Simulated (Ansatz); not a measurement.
# TiSi2 in Ansatz: the effect of exact exchange

The system is TiSi2.

```
CELL_PARAMETERS angstrom
4.37464 0.00000 0.00000
-2.18732 3.78855 0.00000
0.00000 0.00000 2.56101
ATOMIC_POSITIONS crystal
Ti 0.00000 0.00000 0.00000
Si 0.33333 0.66667 0.50000
Si 0.66667 0.33333 0.50000
```

The cell was built by a generator and needn't be a form met in nature.

Alike in all runs:

- Program: Ansatz 0.2.0
- Task: single point
- Functional: HSE06 form with a typed share of exact exchange
- Potentials or basis: Ansatz PAW
- Cutoff: 420 eV (not typed: the program's choice for these potentials)
- k mesh: 4 × 4 × 5
- Occupations: fermi-dirac, width 0.05 eV
- Spin: no spin polarisation

| exact exchange | pressure (GPa) |
| --- | --- |
| 0.05 | -0.2 |
| 0.1 | -0.9 |
| 0.15 | -1.4 |
| 0.2 | -1.9 |
| 0.25 | -2.3 |
| 0.3 | -2.7 |
| 0.4 | ? |
| 0.5 | -4.6 |

**Question.** What does the run with exact exchange 0.4 give?

**Answer.** Pressure -3.6 GPa.

Worked out: A parabola through the other rows of the pressure, of slope -8.86 GPa per unit of exact exchange there, gives -3.7 GPa, against the run's -3.6.

Caveats: all runs use coarse meshes; the PAW data sets come from PBE, with cores solved anew for the run's functional, which leaves a small shift of forces and pressure; the thresholds are loose for stress.
